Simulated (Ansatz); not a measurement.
# BH₃OS₂Si: how energies converge with the basis set

An exercise on one series of results from a longer session: the logs are not shown, and one member is left open.

Program: Ansatz 0.2.0, Gaussian basis. Level of theory: one geometry, several basis sets. These are calculated values, not measurements.

The runs, in order: PBE0-D4/def2-SVP; ωB97M-V/def2-SVP; PBE0-D4/def2-QZVPP; ωB97M-V/def2-QZVPP; the functionals' def2-TZVPP values are taken from earlier runs.

## The geometry

The geometry comes from an earlier relaxation with PBE0-D4 in a triple-zeta def2 set; it is a stationary point, not always the lowest conformer.

SMILES `OB[SiH]1SS1`, 8 atoms, charge 0, spin multiplicity 1.

Atoms are counted from 1 here; the program's logs count them from 0.

Bond lengths: O1–B2 1.347 Å, O1–H6 0.962 Å, B2–Si3 2.011 Å, B2–H7 1.200 Å, Si3–S4 2.113 Å, Si3–S5 2.113 Å, Si3–H8 1.483 Å, S4–S5 2.129 Å. Angles: B2–O1–H6 114.0°, O1–B2–Si3 119.5°, O1–B2–H7 121.7°, Si3–B2–H7 118.8°, B2–Si3–S4 113.9°, B2–Si3–S5 113.9°, B2–Si3–H8 121.9°, S4–Si3–S5 60.5°, S4–Si3–H8 115.7°, S5–Si3–H8 115.7°, Si3–S4–S5 59.7°, Si3–S5–S4 59.8°.

Set-up of the first run:

in.yaml reads:

```yaml
crystal:
  periodic: [false, false, false]
  atoms:
    - {symbol: O, position_ang: [0.366326, 0.874812, 1.819777]}
    - {symbol: B, position_ang: [0.260017, 0.787528, 0.480148]}
    - {symbol: Si, position_ang: [-0.272682, -0.961241, -0.358716]}
    - {symbol: S, position_ang: [-1.428692, -0.751047, -2.115450]}
    - {symbol: S, position_ang: [0.620789, -1.315089, -2.240979]}
    - {symbol: H, position_ang: [0.625506, 1.746286, 2.135245]}
    - {symbol: H, position_ang: [0.475562, 1.728738, -0.232847]}
    - {symbol: H, position_ang: [-0.554626, -2.167086, 0.456922]}
basis:
  gaussian: {orbitals: def2-SVP}
hamiltonian: {xc: pbe0, dispersion: d4}
output: {orbitals: {seedname: orbitals}}
```

Launch:

```bash
$ ansatz run in.yaml --threads 2 --pin off --events-out ev --progress --plain --max-ram 4352MiB
```

Among the steps run: PBE0-D4 in def2-SVP; ωB97M-V in def2-SVP; PBE0-D4 in def2-QZVPP; ωB97M-V in def2-QZVPP.

One table of the session follows, with a row left open; its other results are not shown here.

It belongs to the step «Density functionals: the series». 

```
functional       basis  HOMO (eV)  LUMO (eV)
   PBE0-D4    def2-SVP          ?          ?
   PBE0-D4  def2-TZVPP      -6.17      -1.95
   PBE0-D4  def2-QZVPP      -6.21      -2.00
   ωB97M-V    def2-SVP      -8.10       0.17
   ωB97M-V  def2-TZVPP      -8.26      -0.04
   ωB97M-V  def2-QZVPP      -8.31      -0.14
```

**Question.** Estimate the row for PBE0-D4, def2-SVP.

As computed: HOMO (eV): -6.04; LUMO (eV): -1.85. In the column «HOMO (eV)» it is the highest.
